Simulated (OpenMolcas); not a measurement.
**triplet PbO at 6 levels**

Aim: a comparison of 6 runs (UHF/def2-TZVP, U-r2SCAN/def2-TZVP, UB3LYP/def2-TZVP, UBHLYP/def2-TZVP, UPBE/def2-TZVP, ROMP2/def2-TZVP) of triplet PbO. 

Program for the calculation: OpenMolcas 26.06.

### Step 1. The system as given

The species is PbO (2 atoms), meant as a triplet with charge 0. As SMILES of the parent species, `[O][Pb]`. The bond length is the one measured for the parent species. That shape belongs to the parent species and isn't relaxed for this state.

Bond lengths: O1–Pb2 1.922 Å.

### Step 2. The energy at UHF/def2-TZVP (core potential) (run 1)

File job.inp:

```
&gateway
  baslib
  $CurrDir
  coord
  2
  angstrom
  O        0.000000       0.000000       0.000000
  Pb       0.000000       0.000000       1.921813
  basis
  def2-TZVP
  group
  NoSym

&seward

&scf
  uhf
  spin
  3
  thresholds
  1e-10 1e-07 1e-07 1e-05
  prorbitals
  1
```

The basis set def2-TZVP is read from a file made from the Basis Set Exchange's data (not shown).

The run is started by

```bash
export MOLCAS_MEM=1860
pymolcas job.inp > job.log
```

Output:

```text
--- Start Module: gateway ---
[...]
--- Stop Module: gateway /rc=_RC_ALL_IS_WELL_ ---
--- Start Module: seward ---
[...]
      Basis functions           81
--- Stop Module: seward /rc=_RC_ALL_IS_WELL_ ---
[...]
--- Start Module: scf ---
[...]
       Convergence after  27 Iterations
[...]
::    Total SCF energy                               -266.6435550917
[...]
      Total spin, S                                     1.0101718233
[...]
      Total electronic charge=   30.000000
      Total            charge=   -0.000000
[...]
      Dipole Moment (debye):
      Origin of the operator (angstrom)=    0.0000    0.0000    1.7846
                   X= -4.7302E-16               Y= -1.9393E-15               Z=  3.2703E+00           Total=  3.2703E+00
      Quadrupole Moment (debye*angstrom):
[...]
--- Stop Module: scf /rc=_RC_ALL_IS_WELL_ ---
[...]
```

Wall time 4.8 s (1 thread of Intel Xeon 6975P-C (Granite Rapids), shared host); peak memory 0.45 GiB.

### Step 3. The energy at U-r2SCAN/def2-TZVP (core potential) (run 2)

File job.input:

```
* OPb Kohn-Sham DFT

&gateway
 baslib=$CurrDir
 coord
 2
 bohr
 O      0.00000000     0.00000000     0.00000000
 Pb     0.00000000     0.00000000     3.63170023
 basis=def2-TZVP
 group=NoSym

&seward
 gridinput
 Grid=UltraFine
 End of Grid

&scf
 uhf
 spin=3
 ksdft=2
 1.0 MGGA_X_R2SCAN
 1.0 MGGA_C_R2SCAN
 thresholds=1e-10 1e-07 1e-07 1e-05
 prorbitals=1 1
```

The basis set def2-TZVP is read from a file made from the Basis Set Exchange's data (not shown).

The run is started by

```bash
export MOLCAS_MEM=1860
pymolcas job.input > job.log
```

Output:

```text
--- Start Module: gateway ---
[...]
--- Stop Module: gateway /rc=_RC_ALL_IS_WELL_ ---
--- Start Module: seward ---
[...]
      Basis functions           81
--- Stop Module: seward /rc=_RC_ALL_IS_WELL_ ---
[...]
--- Start Module: scf ---
[...]
       Convergence after  31 Iterations
[...]
::    Total KS-DFT energy                            -268.0676746752
[...]
      Total spin, S                                     1.0035399996
[...]
      Total electronic charge=   30.000000
      Total            charge=   -0.000000
[...]
      Dipole Moment (debye):
      Origin of the operator (angstrom)=    0.0000    0.0000    1.7846
                   X=  5.3947E-15               Y=  1.0907E-15               Z=  3.0247E+00           Total=  3.0247E+00
      Quadrupole Moment (debye*angstrom):
[...]
--- Stop Module: scf /rc=_RC_ALL_IS_WELL_ ---
[...]
```

It took 33 s on 1 thread of Intel Xeon 6975P-C (Granite Rapids), shared host; peak memory 0.45 GiB.

### Step 4. The energy at UB3LYP/def2-TZVP (core potential) (run 3)

File job.inp:

```
>>> EXPORT MOLCAS_PRINT=2

&GATEWAY
 BasLib=$CurrDir
 Coord
 2
 angstrom
 O        0.000000       0.000000       0.000000
 Pb       0.000000       0.000000       1.921813
 Basis=def2-TZVP
 Group=NoSym

&SEWARD
 GridInput
 Grid=UltraFine
 End of Grid

&SCF
 UHF
 Spin=3
 KSDFT=B3LYP
 Thresholds=1e-10 1e-07 1e-07 1e-05
 PrOrbitals=1 1
```

The basis set def2-TZVP is read from a file made from the Basis Set Exchange's data (not shown).

The run is started by

```bash
export MOLCAS_MEM=1860
pymolcas job.inp > job.log
```

Output:

```text
--- Start Module: gateway ---
[...]
--- Stop Module: gateway /rc=_RC_ALL_IS_WELL_ ---
--- Start Module: seward ---
[...]
      Basis functions           81
--- Stop Module: seward /rc=_RC_ALL_IS_WELL_ ---
[...]
--- Start Module: scf ---
[...]
       Convergence after  27 Iterations
[...]
::    Total KS-DFT energy                            -268.0810406664
[...]
      Total spin, S                                     1.0028489527
[...]
      Total electronic charge=   30.000000
      Total            charge=   -0.000000
[...]
      Dipole Moment (debye):
      Origin of the operator (angstrom)=    0.0000    0.0000    1.7846
                   X=  1.0895E-15               Y= -2.8082E-15               Z=  3.0919E+00           Total=  3.0919E+00
      Quadrupole Moment (debye*angstrom):
[...]
--- Stop Module: scf /rc=_RC_ALL_IS_WELL_ ---
[...]
```

It took 19 s on 1 thread of Intel Xeon 6975P-C (Granite Rapids), shared host; peak memory 0.45 GiB.

Runs 4 to 5 aren't shown in full; the table further down has their settings and results.

### Step 5. The energy at ROMP2/def2-TZVP (core potential) (run 6)

File run.inp:

```
&GATEWAY
 BasLib=$CurrDir
 Coord
 2
 angstrom
 O        0.000000       0.000000       0.000000
 Pb       0.000000       0.000000       1.921813
 Basis=def2-TZVP
 Group=NoSym

&SEWARD

&SCF
 UHF
 Spin=3
 Thresholds=1e-10 1e-07 1e-07 1e-05
 PrOrbitals=0

&RASSCF
 FileOrb=$Project.UnaOrb
 Spin=3
 Nactel=2 0 0
 Inactive=14
 Ras2=2
 OutOrbitals=Canonical
 OrbListing=Nothing

&CASPT2
 IPEA=0.0
 Frozen=5
```

The basis set def2-TZVP is read from a file made from the Basis Set Exchange's data (not shown).

The run is started by

```bash
export MOLCAS_MEM=1860
pymolcas run.inp > run.log
```

Output:

```text
--- Start Module: gateway ---
[...]
--- Stop Module: gateway /rc=_RC_ALL_IS_WELL_ ---
[...]
      Basis functions           81
[...]
       Convergence after  27 Iterations
[...]
::    Total SCF energy                               -266.6435550917
[...]
      Total spin, S                                     1.0101718233
[...]
--- Start Module: rasscf ---
[...]
      Number of active orbitals                  2
[...]
      Spin quantum number                      1.0
[...]
      Active orbitals                            2
[...]
      Number of CSFs                             1
[...]
      Number of root(s) required                 1
[...]
      Convergence after 10 iterations
[...]
      printout of CI-coefficients larger than  0.05 for root  1
      energy=    -266.633755
      conf/sym  11     Coeff  Weight
             1  uu   1.00000 1.00000
      Natural orbitals and occupation numbers for root  1
      sym 1:   1.000000   1.000000
      ************************************************************************************************************************
      *                                                    Final results                                                     *
[...]
::    RASSCF root number  1 Total energy:   -266.63375532
[...]
      Total electronic charge=   30.000000
      Total            charge=   -0.000000
[...]
      Dipole Moment (debye):
      Origin of the operator (angstrom)=    0.0000    0.0000    1.7846
                   X=  6.2597E-08               Y= -7.1759E-08               Z=  3.2215E+00           Total=  3.2215E+00
      Quadrupole Moment (debye*angstrom):
[...]
--- Stop Module: rasscf /rc=_RC_ALL_IS_WELL_ ---
[...]
--- Start Module: caspt2 ---
[...]
 ###    WARNING: User changed nr of frozen orbitals.                         ###
 ###############################################################################
[...]
      E2 (Variational):          -0.5925495997
      Total energy:            -267.2263049207
[...]
      Reference weight:           0.85308
[...]
::    CASPT2 Root  1     Total energy:   -267.22630492
[...]
--- Stop Module: caspt2 /rc=_RC_ALL_IS_WELL_ ---
[...]
```

Wall time 7.5 s (1 thread of Intel Xeon 6975P-C (Granite Rapids), shared host); peak memory 0.45 GiB.

### Step 6. Overview of the runs

```csv
run,level,integration grid,frozen core orbitals,energy (Eh),dipole moment (D),HOMO energy (eV),⟨S²⟩,wall time
1,UHF/def2-TZVP (core potential),–,–,-266.643555,3.27,-6.63,2.031,4.8 s
2,U-r2SCAN/def2-TZVP (core potential),UltraFine,–,-268.067675,3.02,-3.75,2.011,33 s
3,UB3LYP/def2-TZVP (core potential),UltraFine,–,-268.081041,3.09,-4.19,2.009,19 s
4,UBHLYP/def2-TZVP (core potential),UltraFine,–,-267.856710,3.26,-5.16,2.015,17 s
5,UPBE/def2-TZVP (core potential),UltraFine,–,-267.968775,2.93,-3.48,2.005,20 s
6,ROMP2/def2-TZVP (core potential),–,5,-267.226305,–,–,–,7.5 s
```

### Step 7. Outcome

| quantity | value |
| --- | --- |
| run 6: total energy | -267.22630 Eh |

What this shows: Over runs 1, 2, 3, 4, 5 the dipole moment (its size) runs from 2.93 D (UPBE/def2-TZVP) to 3.27 D (UHF/def2-TZVP). Totals of different functionals can't be ranked against each other. All runs together took 1.7 min, the longest 33 s.
